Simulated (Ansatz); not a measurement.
Relaxation of a periodic cell of 17 atoms, TiSi16 (host Si, host structure diamond, interstitial Ti), to a largest force component of 0.03 eV/Å in at most 60 steps.

Level of theory: DFT PBE-D3(BJ), scalar-relativistic, plane waves, PAW (Ansatz 0.2.0). Settings: PAW set soft_1, cutoff 420 eV, k mesh 2x2x2, gaussian smearing 0.05 eV, no spin polarisation.

```xyz
17
Lattice="0.0000 5.4300 5.4300 5.4300 0.0000 5.4300 5.4300 5.4300 0.0000" Properties=species:S:1:pos:R:3:forces:R:3
Si 0.000 0.000 0.000 0.00 0.00 0.00
Si 1.357 1.357 1.357 -1.06 -1.08 -1.07
Si 2.715 2.715 0.000 -0.01 0.02 -0.65
Si 4.072 4.072 1.357 0.99 0.98 -0.98
Si 2.715 0.000 2.715 0.00 -0.61 0.01
Si 4.072 1.357 4.072 0.89 -0.89 0.89
Si 5.430 2.715 2.715 0.58 0.00 0.00
Si 6.787 4.072 4.072 -0.25 0.25 0.25
Si 0.000 2.715 2.715 -0.69 0.01 -0.01
Si 1.357 4.072 4.072 -1.06 1.07 1.08
Si 2.715 5.430 2.715 -0.01 0.65 -0.02
Si 4.072 6.787 4.072 0.26 -0.26 0.26
Si 2.715 2.715 5.430 0.00 -0.01 0.61
Si 4.072 4.072 6.787 0.25 0.26 -0.26
Si 5.430 5.430 5.430 0.01 0.00 0.00
Si 6.787 6.787 6.787 -0.25 -0.25 -0.25
Ti 2.693 2.723 2.707 0.37 -0.14 0.13
```

Where does it end, and by what steps?

It converged. Limits of this set-up: coarse k mesh, a small cell, in which the defect meets its images. After 3 steps the energy has fallen by 0.377 eV; Si2 moved furthest, 0.08 Å.

```csv
step,energy less start (eV),largest force component (eV/Å),accepted
0,0.0000,1.079,yes
1,-0.3532,0.307,yes
2,-0.3770,0.038,yes
3,-0.3773,0.002,yes
```

```xyz
17
Lattice="0.0000 5.4300 5.4300 5.4300 0.0000 5.4300 5.4300 5.4300 0.0000" Properties=species:S:1:pos:R:3
Si 0.000 0.000 0.000
Si 1.312 1.313 1.313
Si 2.714 2.716 -0.036
Si 4.116 4.118 1.312
Si 2.714 -0.035 2.715
Si 4.116 1.313 4.117
Si 5.464 2.715 2.715
Si 6.770 4.089 4.088
Si -0.037 2.716 2.714
Si 1.312 4.117 4.117
Si 2.714 5.466 2.714
Si 4.087 6.772 4.088
Si 2.714 2.715 5.465
Si 4.087 4.089 6.771
Si 5.428 5.431 5.429
Si 6.770 6.772 6.771
Ti 2.714 2.715 2.715
```

Whether the end is a true minimum wasn't checked by a vibrational analysis.

Time of the run: 27 s on 1 thread of Arm Neoverse V1, with other jobs on the host, peak memory 0.55 GiB.
